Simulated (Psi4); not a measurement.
# AlPNH4OF (SMILES [NH2][Al]([F])[PH]O): a chain of runs

Aim: a structure relaxation (singlet AlPNH4OF, MP2/def2-SVPD), then a single-point energy (doublet AlPNH4OF+, UMP2/def2-SVPD), then a geometry optimisation (doublet AlPNH4OF+, UMP2/def2-SVPD), then a single-point energy (doublet AlPNH4OF−, UMP2/def2-SVPD) of AlFH4NOP. 

The results are computed with Psi4 1.11.

## 1. Starting point

AlPNH4OF: 9 atoms, total charge 0, spin state singlet. SMILES: `[NH2][Al]([F])[PH]O`. The shape is that of a PBE0-D4/def2-TZVP optimisation. This is one conformer, not always the lowest. The run starts from this shape.

Bond lengths: N1–Al2 1.755 Å, Al2–F3 1.652 Å, Al2–P4 2.334 Å, P4–O5 1.677 Å, N1–H6 1.007 Å, N1–H7 1.006 Å, P4–H8 1.430 Å, O5–H9 0.960 Å. Angles: N1–Al2–F3 119.8°, N1–Al2–P4 121.0°, F3–Al2–P4 119.0°, Al2–P4–O5 96.2°, Al2–N1–H6 122.5°, Al2–N1–H7 126.3°, Al2–P4–H8 92.8°, O5–P4–H8 100.3°, P4–O5–H9 109.0°, H6–N1–H7 111.1°.

## 2. A structure relaxation at MP2/def2-SVPD (density fitting, density fitting for correlation) (run 1)

job.py reads:

```python
import psi4

psi4.set_memory(1600000000)
psi4.set_num_threads(1)
psi4.core.set_output_file('psi4.out', False)

m = psi4.geometry("""
N
Al 1 1.754581
F 2 1.65219 1 119.83716
P 2 2.334015 3 118.99549 1 176.09338
O 4 1.677372 2 96.23813 3 167.91946
H 1 1.007237 2 122.54014 3 -177.20331
H 1 1.00644 6 111.05006 2 -176.70671
H 4 1.429765 5 100.31792 2 93.98413
H 5 0.960183 4 109.03439 8 -111.25375
units angstrom
symmetry c1
""")

psi4.set_options({
    'basis': 'def2-SVPD',
    'num_frozen_docc': 13,
})

e, wfn = psi4.optimize("mp2", return_wfn=True)
print(f'total energy {e:.8f} hartree = {e * 27.211386:.5f} eV')
m.save_xyz_file('final.xyz', False)
for k, v in sorted(psi4.core.scalar_variables().items()):
    print(f'{k:45s} {v:18.10f}')
```

Command:

```sh
$ python job.py
```

psi4.out:

```text
gradient() will perform analytic gradient computation.
    SCF Algorithm Type (re)set to DF.

   => Loading Basis Set <=

    Name: DEF2-SVPD
    Role: ORBITAL
    Keyword: BASIS

         ---------------------------------------------------------
                                   SCF
                              RHF Reference
                        1 Threads,   1525 MiB Core
         ---------------------------------------------------------

  ==> Geometry <==

    Molecular point group: c1
    Full point group: C1

    Geometry (in Angstrom), charge = 0, multiplicity = 1:

       Center              X                  Y                   Z               Mass
    ------------   -----------------  -----------------  -----------------  -----------------
         N           -0.007390724908    -0.796763292458    -1.973927637612    14.003074004430
         AL          -0.007390724908    -0.796763292458    -0.219346637612    26.981538530000
         F           -0.007390724908    -2.229943862152     0.602678453704    18.998403162730
[... 5 lines of this table left out ...]
         H           -0.127340333008     3.080219581359    -0.130389861779     1.007825032230

  Running in c1 symmetry.

  Rotational constants: A =      0.15947  B =      0.06338  C =      0.04603 [cm^-1]
  Rotational constants: A =   4780.81136  B =   1900.20658  C =   1379.81072 [MHz]
  Nuclear repulsion =  276.151240080007767

  Charge       = 0
  Multiplicity = 1
  Electrons    = 56
  Nalpha       = 28
  Nbeta        = 28

  ==> Algorithm <==

  SCF Algorithm Type is DF.
  DIIS enabled.
  MOM disabled.
  Fractional occupation disabled.
  Guess Type is SAD.
  Energy threshold   = 1.00e-10
  Density threshold  = 1.00e-10
  Integral threshold = 1.00e-12

  ==> Primary Basis <==

  Basis Set: DEF2-SVPD
    Blend: DEF2-SVPD
    Number of shells: 62
    Number of basis functions: 146
    Number of Cartesian functions: 156
    Spherical Harmonics?: true
    Max angular momentum: 2

   => Loading Basis Set <=

    Name: (DEF2-SVPD AUX)
    Role: JKFIT
    Keyword: DF_BASIS_SCF

  ==> Integral Setup <==

  DFHelper Memory: AOs need 0.093 GiB; user supplied 1.118 GiB.
  SCF_SUBTYPE=INCORE selected. In-core MEM_DF algorithm will be used.
  Using in-core AOs.

  ==> MemDFJK: Density-Fitted J/K Matrices <==

    J tasked:                   Yes
    K tasked:                   Yes
    wK tasked:                   No
    Memory [MiB]:              1144
    Algorithm:                 Core
    Schwarz Cutoff:           1E-12
    Mask sparsity (%):       3.1619
    Fitting Condition:        1E-10

   => Auxiliary Basis Set <=

  Basis Set: (DEF2-SVPD AUX)
    Blend: DEF2-UNIVERSAL-JKFIT
    Number of shells: 175
    Number of basis functions: 559
    Number of Cartesian functions: 669
    Spherical Harmonics?: true
    Max angular momentum: 4

  Minimum eigenvalue in the overlap matrix is 1.5970718375E-04.
  Reciprocal condition number of the overlap matrix is 2.0157622398E-05.
    Using symmetric orthogonalization.

  ==> Pre-Iterations <==

  SCF Guess: Superposition of Atomic Densities via on-the-fly atomic UHF (no occupation information).

   -------------------------
    Irrep   Nso     Nmo
   -------------------------
     A        146     146
   -------------------------
    Total     146     146
   -------------------------

  ==> Iterations <==

                           Total Energy        Delta E     RMS |[F,P]|

   @DF-RHF iter SAD:  -812.19362682127939   -8.12194e+02   0.00000e+00
   @DF-RHF iter   1:  -813.32178188874059   -1.12816e+00   4.66979e-03 ADIIS/DIIS
   @DF-RHF iter   2:  -813.45481441615755   -1.33033e-01   2.99327e-03 ADIIS/DIIS
   @DF-RHF iter   3:  -813.52597753082114   -7.11631e-02   2.98960e-04 ADIIS/DIIS
   @DF-RHF iter   4:  -813.52769887389741   -1.72134e-03   1.02240e-04 ADIIS/DIIS
   @DF-RHF iter   5:  -813.52787793148059   -1.79058e-04   3.78578e-05 DIIS
   @DF-RHF iter   6:  -813.52790785654702   -2.99251e-05   9.59191e-06 DIIS
   @DF-RHF iter   7:  -813.52791235552456   -4.49898e-06   2.78504e-06 DIIS
   @DF-RHF iter   8:  -813.52791267281225   -3.17288e-07   1.02086e-06 DIIS
   @DF-RHF iter   9:  -813.52791270182968   -2.90174e-08   3.38946e-07 DIIS
   @DF-RHF iter  10:  -813.52791270424336   -2.41369e-09   8.79681e-08 DIIS
   @DF-RHF iter  11:  -813.52791270450336   -2.60002e-10   2.22656e-08 DIIS
   @DF-RHF iter  12:  -813.52791270452394   -2.05773e-11   6.06874e-09 DIIS
   @DF-RHF iter  13:  -813.52791270452633   -2.38742e-12   1.74479e-09 DIIS
   @DF-RHF iter  14:  -813.52791270452622    1.13687e-13   6.58596e-10 DIIS
   @DF-RHF iter  15:  -813.52791270452656   -3.41061e-13   3.12289e-10 DIIS
   @DF-RHF iter  16:  -813.52791270452576    7.95808e-13   8.70877e-11 DIIS
  Energy and wave function converged.

  ==> Post-Iterations <==

    Orbital Energies [Eh]
    ---------------------

    Doubly Occupied:

       1A    -79.948077     2A    -58.476865     3A    -26.253488
       4A    -20.581537     5A    -15.540600     6A     -7.510350
       7A     -5.410165     8A     -5.408383     9A     -5.407798
[... 5 lines of this table left out ...]
      25A     -0.553428    26A     -0.428725    27A     -0.413095
      28A     -0.351652

    Virtual:

      29A      0.048400    30A      0.078343    31A      0.101673
      32A      0.121131    33A      0.128431    34A      0.147218
      35A      0.158157    36A      0.161378    37A      0.167007
[... 35 lines of this table left out ...]
     143A      3.817941   144A      3.891089   145A      3.985530
     146A      4.276037

    Final Occupation by Irrep:
              A
    DOCC [    28 ]
    NA   [    28 ]
    NB   [    28 ]

[... 23 lines left out ...]
 Dipole Y            :         -3.4812247            4.1338259            0.6526012
[... 133 lines left out ...]
	 Same-Spin Energy          =      -0.1965407965538391 [Eh]
[... 60 lines left out ...]
	                                 ==> Convergence Check <==
[... 131 lines left out ...]
   @DF-RHF iter   3:  -813.52711216909529   -2.43965e-05   1.12520e-05 DIIS
[... 7 lines left out ...]
   @DF-RHF iter  11:  -813.52711530630802   -1.13687e-12   1.84792e-09 DIIS
[... 18 lines left out ...]
    One-Electron Energy =               -1673.2657336719908017
[... 62 lines left out ...]
    CGRSolver converged.
[... 26 lines left out ...]
	 SCS Opposite-Spin Energy  =      -0.6824384084154349 [Eh]
[... 148 lines left out ...]
   @DF-RHF iter   0:  -813.52178236140583   -8.13522e+02   4.54815e-04
[... 7 lines left out ...]
   @DF-RHF iter   8:  -813.52635390407613   -5.65251e-10   3.83609e-08 DIIS
[... 10 lines left out ...]
    Final Occupation by Irrep:
[... 29 lines left out ...]
 Dipole Z            :          4.3632496           -4.8462249           -0.4829754
[... 62 lines left out ...]
	 Correlation Energy        =      -0.7668809812367487 [Eh]
[... 65 lines left out ...]
	   Step    Total Energy     Delta E     Max Force     RMS Force      Max Disp      RMS Disp
[... 95 lines left out ...]
   @DF-RHF iter   5:  -813.52612927546159   -1.03071e-07   6.07921e-07 DIIS
[... 7 lines left out ...]
   @DF-RHF iter  13:  -813.52612929021063    6.82121e-13   7.85028e-11 DIIS
[... 32 lines left out ...]
 Dipole X            :         -1.1795725            1.1393297           -0.0402428
[... 62 lines left out ...]
	 Same-Spin Energy          =      -0.1975059010398112 [Eh]
[... 60 lines left out ...]
	                                 ==> Convergence Check <==
[... 100 lines left out ...]
   @DF-RHF iter   3:  -813.52600396275079   -2.37777e-06   3.58240e-06 DIIS
[... 7 lines left out ...]
   @DF-RHF iter  11:  -813.52600443332562   -3.41061e-13   7.32708e-10 DIIS
[... 18 lines left out ...]
    Two-Electron Energy =                 586.5447876172797805
[... 76 lines left out ...]
	 Reference Energy          =    -813.5260044333233509 [Eh]
[... 12 lines left out ...]
	 SCS Correlation Energy    =      -0.7495569367574599 [Eh]
[... 148 lines left out ...]
   @DF-RHF iter   1:  -813.52591154687082   -2.47447e-04   2.32791e-05 DIIS
[... 7 lines left out ...]
   @DF-RHF iter   9:  -813.52592712402839   -8.18545e-12   5.25764e-09 DIIS
[... 18 lines left out ...]
    Nuclear Repulsion Energy =            273.3383955667055147
[... 50 lines left out ...]
             Iter  Converged  Remaining    Residual
[... 38 lines left out ...]
	 SCS Same-Spin Energy      =      -0.0658608530178570 [Eh]
[... 147 lines left out ...]
                           Total Energy        Delta E     RMS |[F,P]|
[... 8 lines left out ...]
   @DF-RHF iter   7:  -813.52587021344118   -1.09060e-09   3.71287e-08 DIIS
[... 15 lines left out ...]
  @DF-RHF Final Energy:  -813.52587021350826
[... 50 lines left out ...]
  Reference energy  = -813.525870213508256
[... 36 lines left out ...]
	 Total Energy              =    -814.2933316025759041 [Eh]
[... 66 lines left out ...]
	  Convergence Criteria     1.00e-06 *    3.00e-04 *             o    1.20e-03 *             o
[... 94 lines left out ...]
   @DF-RHF iter   6:  -813.52585301612112   -3.18801e-09   6.17604e-08 DIIS
[... 10 lines left out ...]
    Final Occupation by Irrep:
[... 29 lines left out ...]
 Dipole Z            :          4.5659149           -5.0327155           -0.4668006
[... 62 lines left out ...]
	 Correlation Energy        =      -0.7674807791211299 [Eh]
[... 65 lines left out ...]
	   Step    Total Energy     Delta E     Max Force     RMS Force      Max Disp      RMS Disp
[... 84 lines left out ...]
   @DF-RHF iter   5:  -813.52584834457684   -1.83525e-09   6.37694e-08 DIIS
[... 31 lines left out ...]
    Final Occupation by Irrep:
[... 29 lines left out ...]
 Dipole Z            :          4.5675479           -5.0350717           -0.4675238
[... 1 line left out ...]

 ------------------------------------------------------------------------------------

	total time  =          2 seconds =       0.03 minutes

  //>>>>>>>>>>>>>>>>>>>>>>>>>>>>>>>>>>>//
  //               DFMP2               //
  //<<<<<<<<<<<<<<<<<<<<<<<<<<<<<<<<<<<//

  ==> Geometry <==

    Molecular point group: c1
    Full point group: C1

    Geometry (in Angstrom), charge = 0, multiplicity = 1:

       Center              X                  Y                   Z               Mass
    ------------   -----------------  -----------------  -----------------  -----------------
         N           -0.013103345111    -0.802723827363    -1.941526981900    14.003074004430
         AL          -0.013103345111    -0.802723827363    -0.165310084015    26.981538530000
         F           -0.013103345111    -2.254000972505     0.700878955772    18.998403162730
[... 5 lines of this table left out ...]
         H           -0.120517653053     3.039748610684    -0.385790887222     1.007825032230

  Nuclear repulsion =  273.478778416999432
  Reference energy  = -813.525848344849578

  => Iterations <=

             Iter  Converged  Remaining    Residual
  CGR           1          0          1   1.396E-01
  CGR           2          0          1   2.478E-02
  CGR           3          0          1   1.053E-02
  CGR           4          0          1   2.938E-03
  CGR           5          0          1   9.376E-04
  CGR           6          0          1   3.102E-04
  CGR           7          0          1   1.238E-04
  CGR           8          0          1   4.018E-05
  CGR           9          0          1   1.313E-05
  CGR          10          0          1   3.528E-06
  CGR          11          1          0   7.899E-07

    CGRSolver converged.

   => Auxiliary Basis Set <=

  Basis Set: (DEF2-SVPD AUX)
    Blend: DEF2-UNIVERSAL-JKFIT
    Number of shells: 175
    Number of basis functions: 559
    Number of Cartesian functions: 669
    Spherical Harmonics?: true
    Max angular momentum: 4

	-----------------------------------------------------------
	 ==================> DF-MP2 Energies <====================
	-----------------------------------------------------------
	 Reference Energy          =    -813.5258483448495781 [Eh]
	 Singles Energy            =      -0.0000000000000000 [Eh]
	 Same-Spin Energy          =      -0.1976227601061889 [Eh]
	 Opposite-Spin Energy      =      -0.5698631392495171 [Eh]
	 Correlation Energy        =      -0.7674858993557061 [Eh]
	 Total Energy              =    -814.2933342442053117 [Eh]
	-----------------------------------------------------------
	 ================> DF-SCS-MP2 Energies <==================
	-----------------------------------------------------------
	 SCS Same-Spin Scale       =       0.3333333333333333 [-]
	 SCS Opposite-Spin Scale   =       1.2000000000000000 [-]
	 SCS Same-Spin Energy      =      -0.0658742533687296 [Eh]
	 SCS Opposite-Spin Energy  =      -0.6838357670994205 [Eh]
	 SCS Correlation Energy    =      -0.7497100204681502 [Eh]
	 SCS Total Energy          =    -814.2755583653176927 [Eh]
	-----------------------------------------------------------

  -Total Gradient:
     Atom            X                  Y                   Z
    ------   -----------------  -----------------  -----------------
       1        0.000024497463     0.000050070284    -0.000020587354
       2        0.000000958145     0.000001880104     0.000038835856
       3        0.000003148395    -0.000025094615    -0.000019491728
[... 5 lines of this table left out ...]
       9        0.000015234412     0.000000935475     0.000001971320

	total time  =          6 seconds =       0.10 minutes

    			-----------------------------------------

    			 OPTKING 3.0: for geometry optimizations

    			        with contributions from

    			-----------------------------------------

	                            ===> Fragment 1 <==

	 Z (Atomic Numbers)          Masses                          Geom
	       7.000000            14.003074         -0.02476173 -1.51692819 -3.66895426
	      13.000000            26.981539         -0.02476173 -1.51692819 -0.31239078
	       9.000000            18.998403         -0.02476173 -4.25944452  1.32446927
[... 5 lines of this table left out ...]
	       1.000000             1.007825         -0.22774536  5.74429236 -0.72903912

	 - Coordinate -           - BOHR/RAD -       - ANG/DEG -
	 R(1,2)           =         3.356563           1.776217
	 R(1,6)           =         1.918429           1.015189
	 R(1,7)           =         1.915366           1.013568
[... 24 lines of this table left out ...]
	 D(8,4,5,9)       =        -1.925417        -110.318283

	        --- Internal Coordinate Step in ANG or DEG, aJ/ANG or AJ/DEG ---
	-------------------------------------------------------------------------------
	           Coordinate      Previous         Force          Change          New
	           ----------      --------        ------          ------        ------
	               R(1,2)       1.77622       -0.00016       -0.00007       1.77615
	               R(1,6)       1.01519        0.00009        0.00002       1.01520
	               R(1,7)       1.01357       -0.00002       -0.00001       1.01356
[... 24 lines of this table left out ...]
	           D(8,4,5,9)    -110.31828        0.00000       -0.09362    -110.41190
	-------------------------------------------------------------------------------

	                                 ==> Convergence Check <==

	Measures of convergence in internal coordinates in au.

	Criteria marked as inactive (o), active & met (*), and active & unmet ( ).

	----------------------------------------------------------------------------------------------
	   Step    Total Energy     Delta E     Max Force     RMS Force      Max Disp      RMS Disp
	----------------------------------------------------------------------------------------------
	  Convergence Criteria     1.00e-06 *    3.00e-04 *             o    1.20e-03 *             o
	----------------------------------------------------------------------------------------------
	     9    -814.29333424   -4.49e-07 *    5.07e-05 *    2.16e-05 o    2.07e-03      5.81e-04 o  ~
	----------------------------------------------------------------------------------------------

Next Geometry in Ang
	Fragment 1 (Ang)

	    N  -0.0133381053  -0.8026710204  -1.9414299111
	   Al  -0.0130420854  -0.8029807485  -0.1652782768
	    F  -0.0133067753  -2.2541386878   0.7012422785
[... 5 lines of this table left out ...]
	    H  -0.1213014169   3.0391507161  -0.3864513037

    Final optimized geometry and variables:
    Molecular point group: c1
    Full point group: C1

    Geometry (in Angstrom), charge = 0, multiplicity = 1:

    N
    AL            1    1.776217
    F             2    1.690115      1  120.830698
    P             2    2.344185      3  120.371748      1  176.545491
    O             4    1.730666      2   92.640045      3  168.934256
    H             1    1.015189      2  121.529762      3 -177.644077
    H             1    1.013568      6  111.357683      2 -178.175055
    H             4    1.426455      5   99.222613      2   95.060456
    H             5    0.967068      4  108.956672      8 -110.318283

[set-up sections that repeat, and orbital energies of the middle runs, are left out above]
```

On the terminal:

```text
Some dependencies such as QCElemental have not yet finished migration to pydantic v2. If issues are encountered please downgrade pydantic or upgrade QCElemental as appropriate
	Previous geometry is closer to target in internal coordinates, so using that one.

	Best geometry has RMS(Delta(q)) = 8.15e-08

Optimizer: Optimization complete!
total energy -814.29333424 hartree = -22158.05024 eV
CURRENT CORRELATION ENERGY                         -0.7674858994
CURRENT ENERGY                                   -814.2933342442
CURRENT REFERENCE ENERGY                         -813.5258483448
CUSTOM SCS-MP2 CORRELATION ENERGY                  -0.7497100205
CUSTOM SCS-MP2 TOTAL ENERGY                      -814.2755583653
DD SOLVATION ENERGY                                 0.0000000000
HF KINETIC ENERGY                                 812.1721643980
HF POTENTIAL ENERGY                             -1625.6980127428
HF TOTAL ENERGY                                  -813.5258483448
HF VIRIAL RATIO                                     2.0016667451
MP2 CORRELATION ENERGY                             -0.7674858994
MP2 DOUBLES ENERGY                                 -0.7674858994
MP2 OPPOSITE-SPIN CORRELATION ENERGY               -0.5698631392
MP2 SAME-SPIN CORRELATION ENERGY                   -0.1976227601
MP2 SINGLES ENERGY                                 -0.0000000000
MP2 TOTAL ENERGY                                 -814.2933342442
NUCLEAR REPULSION ENERGY                          273.4787784170
ONE-ELECTRON ENERGY                             -1673.8419245076
OPTIMIZATION ITERATIONS                             9.0000000000
PCM POLARIZATION ENERGY                             0.0000000000
PE ENERGY                                           0.0000000000
SCF ITERATION ENERGY                             -813.5258483448
SCF ITERATIONS                                     11.0000000000
SCF TOTAL ENERGY                                 -813.5258483448
SCS-MP2 CORRELATION ENERGY                         -0.7497100205
SCS-MP2 TOTAL ENERGY                             -814.2755583653
TWO-ELECTRON ENERGY                               586.8372977458
```

Run time: 76 s. Hardware: 1 thread of Intel Xeon Platinum 8375C at 2.90GHz (Ice Lake), shared host; peak memory 0.45 GiB.

Steps, from the record of the run:

```csv
step,energy from the first frame kept (eV),largest force (eV/Å)
0,0.0000,1.2665
1,-0.0587,0.4023
2,-0.0658,0.1373
3,-0.0674,0.0505
4,-0.0679,0.0552
5,-0.0682,0.0335
6,-0.0684,0.0256
7,-0.0685,0.0109
8,-0.0685,0.0031
```

After the run. Bond lengths: N1–Al2 1.776 Å, Al2–F3 1.690 Å, Al2–P4 2.344 Å, P4–O5 1.731 Å, N1–H6 1.015 Å, N1–H7 1.014 Å, P4–H8 1.426 Å, O5–H9 0.967 Å. Angles: N1–Al2–F3 120.8°, N1–Al2–P4 118.7°, F3–Al2–P4 120.4°, Al2–P4–O5 92.6°, Al2–N1–H6 121.5°, Al2–N1–H7 127.1°, Al2–P4–H8 94.6°, O5–P4–H8 99.2°, P4–O5–H9 109.0°, H6–N1–H7 111.4°.

(Part 1 of 3 ends here.)
